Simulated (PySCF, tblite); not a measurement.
# C4H7FO3Si: geometry, infrared bands and NMR shifts

Aim: predict the infrared bands and NMR shifts of C4H7FO3Si (`C[C@@H](F)[Si@H](C=O)OC=O`).

The runs use tblite 0.8.0 and PySCF 2.14.0, with density-fitted response routines of our own; the level of theory stands in each step. All values are computed, except where a source is named. Atoms are numbered from 0 throughout.

## (1) Starting geometry

16 atoms, charge 0, multiplicity 1; geometry from: force field or distance geometry start.

Bonds of the start (Å): C0–C1 1.49, C1–F2 1.39, C1–Si3 1.89, Si3–C4 1.79, C4–O5 1.21, Si3–O6 1.69, O6–C7 1.36, C7–O8 1.23, C0–H9 1.13, C0–H10 1.13, C0–H11 1.12, C1–H12 1.10, Si3–H13 1.49, C4–H14 1.11, C7–H15 1.08.

## (2) Geometry optimisation with GFN2-xTB

The job: settings as JSON, then the geometry in Å.

```
{"job": {"kind": "relax", "xc": "GFN2-xTB", "basis": "xTB"}, "charge": 0, "multiplicity": 1}
C     -2.375100    -0.511700     0.241200
C     -1.043800    -0.503700    -0.421000
F     -1.089300     0.341000    -1.518200
Si     0.318300     0.173400     0.707700
C      0.676300     1.839100     0.166800
O      1.764800     2.278200    -0.110500
O      1.553400    -0.979700     0.755200
C      2.871300    -0.891200     0.425700
O      3.342300     0.159900     0.000400
H     -3.110900    -0.148200    -0.539700
H     -2.473400     0.252500     1.068000
H     -2.706300    -1.523200     0.586500
H     -0.790700    -1.527400    -0.751000
H     -0.292200     0.242700     2.069100
H     -0.167700     2.557200     0.047100
H      3.515400    -1.750100     0.528700
```

Command:

```bash
> OMP_NUM_THREADS=1 python probes_run.py task.json out
```

This one command runs all jobs of the session in turn.

Log:

```text
step      E/eV     max force
  0    -836.73837    3.956
  1    -837.04137    4.935
  2    -837.20383    1.627
  3    -837.26201    0.713
  4    -837.31421    0.511
  5    -837.34150    0.522
  6    -837.36165    0.534
  7    -837.37589    0.371
  8    -837.38880    0.412
  9    -837.40511    0.413
 10    -837.41290    0.333
 11    -837.41887    0.174
 12    -837.42329    0.255
 13    -837.42897    0.301
 14    -837.43525    0.267
 15    -837.44154    0.193
 16    -837.44668    0.181
 17    -837.45054    0.161
 18    -837.45340    0.130
 19    -837.45608    0.134
 20    -837.45923    0.156
 21    -837.46304    0.160
 22    -837.46723    0.158
 23    -837.47106    0.172
 24    -837.47423    0.139
 25    -837.47697    0.139
 26    -837.47961    0.119
 27    -837.48246    0.188
 28    -837.48520    0.183
 29    -837.48721    0.108
 30    -837.48854    0.100
 31    -837.48991    0.096
 32    -837.49202    0.179
 33    -837.49539    0.237
 34    -837.49998    0.238
 35    -837.50451    0.281
 36    -837.50899    0.302
 37    -837.51607    0.193
 38    -837.52162    0.175
 39    -837.52409    0.103
 40    -837.52561    0.086
 41    -837.52667    0.087
 42    -837.52821    0.143
 43    -837.53006    0.152
 44    -837.53172    0.155
 45    -837.53297    0.136
 46    -837.53406    0.104
 47    -837.53527    0.072
 48    -837.53604    0.065
 49    -837.53696    0.073
 50    -837.53766    0.073
 51    -837.53837    0.083
 52    -837.53909    0.071
 53    -837.53984    0.068
 54    -837.54048    0.056
 55    -837.54098    0.052
 56    -837.54146    0.055
 57    -837.54205    0.056
 58    -837.54284    0.072
 59    -837.54379    0.086
 60    -837.54482    0.079
 61    -837.54594    0.094
 62    -837.54719    0.108
 63    -837.54845    0.103
 64    -837.54984    0.081
 65    -837.55115    0.112
 66    -837.55232    0.100
 67    -837.55337    0.106
 68    -837.55425    0.072
 69    -837.55493    0.110
 70    -837.55563    0.059
 71    -837.55623    0.067
 72    -837.55706    0.085
 73    -837.55826    0.121
 74    -837.55999    0.177
 75    -837.56196    0.174
 76    -837.56298    0.461
 77    -837.56434    0.184
 78    -837.56629    0.147
 79    -837.56839    0.285
 80    -837.57095    0.364
 81    -837.57408    0.147
 82    -837.57385    0.906
 83    -837.58028    0.339
 84    -837.58452    0.182
 85    -837.58831    0.473
 86    -837.59314    0.266
 87    -837.60241    0.614
 88    -837.61043    0.221
 89    -837.60956    0.795
 90    -837.61749    0.380
 91    -837.62112    0.370
 92    -837.62905    0.235
 93    -837.62210    1.181
 94    -837.63857    0.462
 95    -837.64249    0.138
 96    -837.64756    0.363
 97    -837.65053    0.239
 98    -837.65412    0.127
 99    -837.65663    0.119
100    -837.65957    0.088
101    -837.66087    0.102
102    -837.66219    0.148
103    -837.66364    0.161
104    -837.66552    0.134
105    -837.66630    0.340
106    -837.66738    0.197
107    -837.66889    0.079
108    -837.66965    0.124
109    -837.67078    0.118
110    -837.67193    0.103
111    -837.67363    0.109
112    -837.67536    0.125
113    -837.67759    0.137
114    -837.67994    0.170
115    -837.68326    0.229
116    -837.68579    0.222
117    -837.68808    0.106
118    -837.68934    0.340
119    -837.69095    0.122
120    -837.69207    0.079
121    -837.69324    0.198
122    -837.69409    0.091
123    -837.69522    0.086
124    -837.69603    0.082
125    -837.69634    0.043
126    -837.69684    0.062
127    -837.69754    0.064
128    -837.69824    0.086
129    -837.69893    0.076
130    -837.69937    0.178
131    -837.70024    0.075
132    -837.70103    0.069
133    -837.70234    0.085
134    -837.70335    0.130
135    -837.70500    0.119
136    -837.70654    0.230
137    -837.70852    0.181
138    -837.71106    0.226
139    -837.71419    0.202
140    -837.71717    0.222
141    -837.71786    0.064
142    -837.71839    0.088
143    -837.71891    0.139
144    -837.71995    0.209
145    -837.72114    0.195
146    -837.72273    0.155
147    -837.72427    0.094
148    -837.72557    0.096
149    -837.72630    0.133
150    -837.72657    0.247
151    -837.72803    0.079
152    -837.72883    0.084
153    -837.72950    0.126
154    -837.72979    0.088
155    -837.72999    0.072
156    -837.73018    0.031
157    -837.73040    0.038
158    -837.73064    0.034
159    -837.73086    0.034
160    -837.73099    0.051
161    -837.73112    0.037
162    -837.73120    0.031
163    -837.73128    0.015
164    -837.73134    0.015
165    -837.73143    0.026
166    -837.73151    0.030
167    -837.73162    0.033
168    -837.73178    0.062
169    -837.73207    0.048
170    -837.73264    0.104
171    -837.73345    0.095
172    -837.73448    0.111
173    -837.73542    0.084
174    -837.73618    0.049
175    -837.73673    0.047
176    -837.73709    0.041
177    -837.73729    0.041
178    -837.73753    0.063
179    -837.73787    0.047
180    -837.73846    0.077
181    -837.73931    0.078
182    -837.74060    0.103
183    -837.74189    0.103
184    -837.74366    0.110
185    -837.74498    0.121
186    -837.74635    0.096
187    -837.74702    0.083
188    -837.74754    0.132
189    -837.74795    0.092
190    -837.74836    0.098
191    -837.74866    0.039
192    -837.74886    0.057
193    -837.74916    0.074
194    -837.74985    0.081
195    -837.75060    0.062
196    -837.75131    0.057
197    -837.75211    0.077
198    -837.75245    0.084
199    -837.75302    0.064
200    -837.75331    0.057
201    -837.75358    0.040
202    -837.75373    0.034
203    -837.75393    0.028
204    -837.75402    0.023
205    -837.75411    0.025
206    -837.75418    0.025
207    -837.75425    0.021
208    -837.75434    0.020
209    -837.75443    0.023
210    -837.75451    0.020
211    -837.75457    0.026
212    -837.75460    0.024
213    -837.75463    0.021
214    -837.75466    0.017
215    -837.75468    0.015
216    -837.75471    0.016
217    -837.75473    0.018
218    -837.75476    0.023
219    -837.75478    0.030
220    -837.75482    0.036
221    -837.75486    0.038
222    -837.75493    0.033
223    -837.75501    0.024
224    -837.75511    0.023
225    -837.75524    0.027
226    -837.75537    0.024
227    -837.75549    0.019
228    -837.75559    0.018
229    -837.75567    0.045
230    -837.75574    0.054
231    -837.75580    0.024
232    -837.75583    0.049
233    -837.75586    0.010
234    -837.75587    0.010
235    -837.75588    0.008
```

Wall time 2.7 s (1 thread of Arm Neoverse N1, shared host); peak memory 0.18 GiB.

Step by step: (not every step is listed)

| step | energy from step 0 (eV) | largest force (eV/Å) |
| --- | --- | --- |
| 0 | 0.0000 | 3.9558 |
| 1 | -0.3030 | 4.9348 |
| 2 | -0.4655 | 1.6273 |
| 3 | -0.5236 | 0.7126 |
| 4 | -0.5758 | 0.5109 |
| 5 | -0.6031 | 0.5218 |
| 6 | -0.6233 | 0.5338 |
| 7 | -0.6375 | 0.3711 |
| 8 | -0.6504 | 0.4120 |
| 30 | -0.7502 | 0.0997 |
| 52 | -0.8007 | 0.0707 |
| 74 | -0.8216 | 0.1772 |
| 96 | -0.9092 | 0.3632 |
| 118 | -0.9510 | 0.3405 |
| 140 | -0.9788 | 0.2216 |
| 162 | -0.9928 | 0.0308 |
| 184 | -1.0053 | 0.1104 |
| 206 | -1.0158 | 0.0248 |
| 228 | -1.0172 | 0.0177 |
| 230 | -1.0174 | 0.0539 |
| 231 | -1.0174 | 0.0242 |
| 232 | -1.0175 | 0.0490 |
| 233 | -1.0175 | 0.0105 |
| 234 | -1.0175 | 0.0100 |
| 235 | -1.0175 | 0.0081 |

Close pairs (by a distance rule), those that changed most:

| bond | before (Å) | after (Å) | change (Å) |
| --- | --- | --- | --- |
| Si3–C4 | 1.788 | 1.926 | +0.138 |
| C0–H9 | 1.133 | 1.088 | -0.045 |
| O6–C7 | 1.361 | 1.317 | -0.044 |
| C0–H10 | 1.130 | 1.087 | -0.043 |
| Si3–H13 | 1.494 | 1.456 | -0.038 |
| C7–O8 | 1.228 | 1.192 | -0.036 |
| C0–H11 | 1.119 | 1.085 | -0.034 |
| C0–C1 | 1.487 | 1.518 | +0.031 |

The final coordinates are the input of the step that follows.

## (3) Infrared spectrum with GFN2-xTB

The job: settings as JSON, then the geometry in Å.

```
{"job": {"kind": "ir", "xc": "GFN2-xTB", "basis": "xTB"}, "charge": 0, "multiplicity": 1}
C     -2.435715    -0.098807     0.323992
C     -1.166530    -0.718693    -0.230891
F     -1.044020    -0.366391    -1.574390
Si     0.421171    -0.104870     0.657833
C      0.600532     1.772501     0.268171
O     -0.162726     2.615185     0.660035
O      1.621512    -0.939851    -0.140844
C      2.904729    -0.759773     0.095360
O      3.345696    -0.027511     0.926338
H     -3.294782    -0.398916    -0.272391
H     -2.364243     0.985421     0.309308
H     -2.580834    -0.426825     1.348266
H     -1.248213    -1.812294    -0.236966
H      0.425059    -0.396993     2.084240
H      1.450868     2.066359    -0.385671
H      3.519897    -1.379598    -0.576316
```

Log:

```text
mode    cm-1     km/mol
  1      35.2      5.04
  2      42.5      2.34
  3      55.2      5.75
  4      69.6      4.18
  5     102.7      3.10
  6     116.0      2.76
  7     138.0      6.23
  8     207.9      0.09
  9     248.1     11.89
 10     265.9     25.00
 11     329.9     30.25
 12     359.7      7.12
 13     429.6      4.87
 14     585.0     67.71
 15     632.5     48.62
 16     647.7     78.87
 17     702.0     23.54
 18     715.8    114.62
 19     747.6    108.47
 20     786.8    103.67
 21     905.1     26.04
 22     945.4      5.71
 23     997.8     15.25
 24    1072.7     44.43
 25    1116.9      8.39
 26    1172.9    484.68
 27    1236.2     24.68
 28    1279.7      3.97
 29    1338.6     18.48
 30    1349.2     31.85
 31    1405.0     10.90
 32    1475.6      2.90
 33    1493.3      8.42
 34    1746.3    156.86
 35    1780.7    439.47
 36    2336.8    193.96
 37    2696.8     92.87
 38    2844.9     77.36
 39    2904.5     28.86
 40    3035.5     15.68
 41    3054.0     10.19
 42    3062.3     19.71
```

Wall time 0.92 s (1 thread of Arm Neoverse N1, shared host); peak memory 0.18 GiB.

Which atoms move in the most intense modes:

| cm⁻¹ | km/mol | atoms |
| --- | --- | --- |
| 716 | 114.6 | Si3 39 %, H13 11 % |
| 748 | 108.5 | O6 48 %, O8 15 %, Si3 15 % |
| 787 | 103.7 | H14 39 %, C4 30 % |
| 1173 | 484.7 | O6 50 %, C7 42 % |
| 1746 | 156.9 | C4 57 %, O5 42 % |
| 1781 | 439.5 | C7 57 %, O8 40 % |
| 2337 | 194.0 | H13 97 % |
| 2697 | 92.9 | H14 94 % |

## (4) Shielding tensors: PBE0/pcSseg-1

Settings changed since step 3:

```diff
@@ -1,2 +1,2 @@
-{"job": {"kind": "ir", "xc": "GFN2-xTB", "basis": "xTB"}, "charge": 0, "multiplicity": 1}
+{"job": {"kind": "nmr", "xc": "PBE0", "basis": "pcSseg-1"}, "charge": 0, "multiplicity": 1}
 C     -2.435715    -0.098807     0.323992
```

With the program's defaults for keys left out, this is: GIAO PBE0/pcSseg-1 NMR shielding, non-relativistic, gas phase.

Log:

```text
coarse grid: 14656 points
cycle   1  E = -770.6039494266  dE =  1.389e+00  |g| = 1.210e+00  |ddm| = 3.590e+00
cycle   2  E = -769.8852683845  dE =  7.187e-01  |g| = 2.287e+00  |ddm| = 2.198e+00
cycle   3  E = -770.8545920731  dE = -9.693e-01  |g| = 3.381e-01  |ddm| = 1.634e+00
cycle   4  E = -770.8741651100  dE = -1.957e-02  |g| = 1.107e-01  |ddm| = 2.590e-01
cycle   5  E = -770.8760864618  dE = -1.921e-03  |g| = 2.533e-02  |ddm| = 6.736e-02
cycle   6  E = -770.8762042837  dE = -1.178e-04  |g| = 1.073e-02  |ddm| = 2.014e-02
cycle   7  E = -770.8762225095  dE = -1.823e-05  |g| = 4.624e-03  |ddm| = 7.738e-03
cycle   8  E = -770.8762264884  dE = -3.979e-06  |g| = 7.774e-04  |ddm| = 3.109e-03
final grid: 139592 points
cycle   9  E = -770.9659762501  dE = -1.553e-05  |g| = 1.568e-02  |ddm| = 2.309e-02
cycle  10  E = -770.9658809129  dE =  9.534e-05  |g| = 2.775e-02  |ddm| = 2.288e-02
cycle  11  E = -770.9660192670  dE = -1.384e-04  |g| = 3.465e-03  |ddm| = 1.548e-02
cycle  12  E = -770.9660215879  dE = -2.321e-06  |g| = 3.986e-04  |ddm| = 2.254e-03
cycle  13  E = -770.9660216094  dE = -2.148e-08  |g| = 1.676e-04  |ddm| = 3.553e-04
cycle  14  E = -770.9660216150  dE = -5.593e-09  |g| = 2.484e-05  |ddm| = 1.292e-04
cycle  15  E = -770.9660216151  dE = -6.912e-11  |g| = 1.743e-05  |ddm| = 2.844e-05
converged SCF energy = -770.9660216151

GIAO shielding tensors (ppm)
atom      isotropic    diamagn.    paramagn.     s11        s22        s33       span
  0 C      169.553     249.215     -79.662    151.335    172.215    185.110     33.775
  1 C       97.877     249.868    -151.992     56.344     77.967    159.319    102.975
  2 F      417.672     476.795     -59.123    389.321    404.941    458.754     69.433
  3 Si     395.191     883.028    -487.837    338.418    392.222    454.933    116.515
  4 C      -57.761     256.458    -314.219   -166.799    -94.101     87.617    254.416
  5 O     -604.258     399.504   -1003.763  -1679.440   -546.342    413.007   2092.447
  6 O      132.987     402.068    -269.081    -13.862    191.039    221.782    235.644
  7 C       20.265     244.326    -224.061    -82.637     64.474     78.958    161.594
  8 O     -129.045     401.674    -530.719   -390.959   -252.391    256.213    647.171
  9 H       29.868      28.312       1.556     25.696     27.664     36.244     10.547
 10 H       29.897      31.100      -1.203     25.151     29.057     35.483     10.332
 11 H       30.884      29.581       1.302     27.098     28.423     37.131     10.033
 12 H       26.517      31.268      -4.751     24.050     26.283     29.218      5.169
 13 H       26.889      30.882      -3.993     23.055     26.471     31.142      8.088
 14 H       19.553      30.037     -10.484     13.897     20.522     24.240     10.343
 15 H       23.301      25.027      -1.725     19.032     23.541     27.332      8.300
```

Run time: 51 s. Hardware: 1 thread of Arm Neoverse N1, shared host; peak memory 0.85 GiB.

Shifts follow as δ = σ(reference) − σ, with reference shieldings (ppm) from runs at the same level and on the same kind of geometry: 1H TMS 31.72, 13C TMS 186.9, 29Si TMS 349.2, 19F CFCl3 170.9, 17O H2O 336.1. The references are single molecules in the gas phase, so shifts against H2O, NH3, PH3, H3PO4 or CFCl3 are not on the usual liquid scales and can be off by tens of ppm. Atoms listed in one row are averaged.

| atoms | environment | σ (ppm) | δ (ppm) | δ scaled to CDCl3 |
| --- | --- | --- | --- | --- |
| C4 | carbonyl carbon | -57.8 | 244.7 | 236.9 |
| C7 | carbonyl carbon | 20.3 | 166.7 | 160.7 |
| C1 | sp3 CH bonded to F and Si | 97.9 | 89.0 | 85.0 |
| C0 | methyl carbon | 169.6 | 17.4 | 15.0 |
| H14 | hydrogen on a carbonyl carbon | 19.55 | 12.16 | 11.57 |
| H15 | hydrogen on a carbonyl carbon | 23.30 | 8.42 | 8.04 |
| H12 | hydrogen on an sp3 CH bonded to F and Si | 26.52 | 5.20 | 5.01 |
| H13 | hydrogen on a silicon bonded to 2 C, O | 26.89 | 4.83 | – |
| H9, H10, H11 | hydrogen on a methyl carbon | 30.22 | 1.50 | 1.52 |
| F2 | fluorine on an sp3 carbon | 417.7 | -246.7 | – |
| Si3 | silicon bonded to 2 C, O, H | 395.2 | -46.0 | – |
| O5 | carbonyl oxygen | -604.3 | 940.3 | – |
| O8 | carbonyl oxygen | -129.0 | 465.1 | – |
| O6 | oxygen bonded to C, Si | 133.0 | 203.1 | – |

The scaled column applies a straight-line fit of computed shieldings to shifts measured in CDCl3, and one for carbons that bear F (root-mean-square error 0.16 ppm for H, 1.9 ppm for C).

Charges from the same density, by scheme (e):

| atoms | Mulliken | IAO | Hirshfeld | ESP fit |
| --- | --- | --- | --- | --- |
| C0 | -0.28 | -0.44 | -0.13 | -0.45 |
| C1 | -0.14 | -0.08 | -0.02 | 0.19 |
| F2 | -0.34 | -0.33 | -0.12 | -0.26 |
| Si3 | 0.93 | 1.05 | 0.42 | 0.49 |
| C4 | -0.03 | 0.01 | 0.05 | 0.34 |
| O5 | -0.33 | -0.35 | -0.20 | -0.42 |
| O6 | -0.56 | -0.57 | -0.18 | -0.52 |
| C7 | 0.44 | 0.41 | 0.19 | 0.70 |
| O8 | -0.40 | -0.44 | -0.24 | -0.53 |

Mayer bond orders: C0–C1 1.05, C1–F2 0.82, C1–Si3 0.87, Si3–C4 0.83, C4–O5 1.95, Si3–O6 0.83, O6–C7 1.10, C7–O8 1.96.

## (5) Results

| quantity | value |
| --- | --- |
| strongest single infrared mode (GFN2-xTB) | 1173 cm⁻¹, 485 km/mol |
| zero-point energy (GFN2-xTB) | 66.4 kcal/mol |
| 13C shifts against TMS (PBE0/pcSseg-1) | 244.7, 166.7, 89.0, 17.4 ppm |
| 1H shifts against TMS (PBE0/pcSseg-1, means over atoms taken as alike) | 12.16, 8.42, 5.20, 4.83, 1.50 ppm |
| 19F shifts against CFCl3 (PBE0/pcSseg-1) | -246.7 ppm |
| 29Si shifts against TMS (PBE0/pcSseg-1) | -46.0 ppm |
| 17O shifts against H2O (PBE0/pcSseg-1) | 940.3, 465.1, 203.1 ppm |

**Reading.** Relaxing lowered the energy by 1.018 eV in 235 steps; the close pair that moved most is Si3–C4, from 1.788 to 1.926 Å. All 42 modes are real, so the xTB geometry is a minimum. The strongest single mode, at 1173 cm⁻¹, moves mainly O6 and C7. GFN2-xTB is a fitted tight-binding method: band positions and strengths are rough. Its intensities can rank the bands wrongly. At PBE0/pcSseg-1: The largest span, 2092 ppm, is at O5, where the paramagnetic term is -1004 ppm.
